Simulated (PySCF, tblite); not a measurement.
# C4H9Cl3Si: geometry, infrared bands and NMR shifts

Wanted: the infrared bands and NMR shifts of C4H9Cl3Si (`ClCCC[SiH2]C(Cl)Cl`), by calculation.

Computed with tblite 0.8.0 and PySCF 2.14.0, with density-fitted response routines of our own, on a single molecule in the gas phase. Atoms are numbered from 0 throughout.

## Step 1: Starting geometry

17 atoms, charge 0, multiplicity 1; geometry from: force field or distance geometry start.

Bonds of the start (Å): Cl0–C1 1.77, C1–C2 1.52, C2–C3 1.55, C3–Si4 1.89, Si4–C5 1.85, C5–Cl6 1.78, C5–Cl7 1.78, C1–H8 1.09, C1–H9 1.10, C2–H10 1.10, C2–H11 1.09, C3–H12 1.08, C3–H13 1.09, Si4–H14 1.48, Si4–H15 1.49, C5–H16 1.09.

## Step 2: Geometry optimisation with GFN2-xTB

What the job is given:

```
{"job": {"kind": "relax", "xc": "GFN2-xTB", "basis": "xTB"}, "charge": 0, "multiplicity": 1}
Cl     3.072900     1.580800    -0.455400
C      2.684000    -0.146300    -0.351900
C      1.483500    -0.418900     0.547700
C      0.162200     0.129600    -0.055600
Si    -1.376100    -0.251000     0.981400
C     -2.938100     0.372900     0.210800
Cl    -3.181400    -0.392300    -1.374500
Cl    -2.850700     2.143700     0.029100
H      2.533100    -0.531900    -1.355200
H      3.567400    -0.648000     0.076800
H      1.386000    -1.502700     0.683100
H      1.640800     0.009500     1.542600
H      0.016900    -0.300600    -1.038000
H      0.230500     1.207900    -0.170800
H     -1.447100    -1.714600     1.178700
H     -1.185900     0.325200     2.346700
H     -3.805100     0.148700     0.833500
```

On the command line:

```sh
OMP_NUM_THREADS=1 python probes_run.py task.json out
```

This one command runs all jobs of the session in turn.

**Question.** This job is followed by: GFN2-xTB harmonic vibrations, gas phase; GIAO PBE0/pcSseg-1 NMR shielding, non-relativistic, gas phase. Predict these results of the whole session: strongest single infrared mode (GFN2-xTB); zero-point energy (GFN2-xTB); 13C shifts against TMS (PBE0/pcSseg-1); 1H shifts against TMS (PBE0/pcSseg-1, means over atoms taken as alike); 35Cl shifts against HCl (PBE0/pcSseg-1, means over atoms taken as alike); 29Si shifts against TMS (PBE0/pcSseg-1).

The runs gave:

```
                                                                quantity                             value
                               strongest single infrared mode (GFN2-xTB)             2257 cm⁻¹, 296 km/mol
                                            zero-point energy (GFN2-xTB)                     74.2 kcal/mol
                                  13C shifts against TMS (PBE0/pcSseg-1)         71.6, 54.7, 30.2, 6.7 ppm
  1H shifts against TMS (PBE0/pcSseg-1, means over atoms taken as alike)  5.74, 4.28, 3.71, 1.56, 1.53 ppm
35Cl shifts against HCl (PBE0/pcSseg-1, means over atoms taken as alike)                       214, 73 ppm
                                 29Si shifts against TMS (PBE0/pcSseg-1)                         -27.1 ppm
```

Over 47 steps the energy fell by 0.158 eV; of the close pairs, Si4–C5 changed most, 1.850 to 1.927 Å. No mode is imaginary among the 45: a minimum at this level. The strongest single mode, at 2257 cm⁻¹, moves mainly H14. Unscaled tight-binding wavenumbers are off by several per cent, some by more. Its intensities can rank the bands wrongly. C5 stands next to heavy halogen, whose spin-orbit shielding this run leaves out, so the computed shift lies too far downfield, most of all for carbon beside Br or I. The most deshielded hydrogen is H16 (hydrogen on an sp3 CH bonded to 2 Cl and Si), at 5.74 ppm: its carbon carries Cl, hence the downfield position. At PBE0/pcSseg-1: The widest tensor belongs to Cl6, Cl7: span 592 ppm, with a paramagnetic part of -411 ppm.
